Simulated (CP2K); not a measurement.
Crystal: AlIn.

```
CELL_PARAMETERS angstrom
3.05413 0.00000 0.00000
-1.52707 2.64496 0.00000
0.00000 0.00000 5.82802
ATOMIC_POSITIONS crystal
Al 0.00000 0.00000 0.00000
In 0.00000 0.00000 0.50000
```

The cell was built by a generator and needn't be a form met in nature.

* Program: CP2K 2026.2
* Task: single point
* Functional: PBE
* Potentials or basis: POTENTIAL_UZH Al GTH-PBE-q3, In GTH-PBE-q13; TZVP-MOLOPT-PBE-GTH basis
* Density cutoff: 6123 eV
* k mesh: 10 × 10 × 5
* Occupations: fermi-dirac, width 0.05 eV
* Spin: no spin polarisation

On this cell: pressure 0.1 GPa; largest force under 0.003 eV/Å; band gap on the k mesh none (metal or under the smearing width).

The same run follows on a disturbed copy (atoms moved at random, drawn with an rms of 0.05 Å):

```
Al In
1.0
     3.05413    0.00000    0.00000
    -1.52707    2.64496    0.00000
     0.00000    0.00000    5.82802
Al In
1 1
Direct
  0.00860 0.01871 0.00500
  0.01233 0.00184 0.50688
```

Question: What changes?

Answer: The energy (extrapolated to zero smearing) moves by -0.1 meV/atom; pressure 0.1 GPa; largest force 0.035 eV/Å; band gap on the k mesh none (metal or under the smearing width).

Forces on the atoms (eV/Å):
```
Al  -0.002  0.003  0.034
In   0.003 -0.002 -0.035
```

Stress tensor (GPa, compression positive):
```
 0.45  0.00 -0.01
 0.00  0.45  0.01
-0.01  0.01 -0.68
```

Caveats: the basis of atomic orbitals isn't converged, which shifts pressures, moduli and gaps.
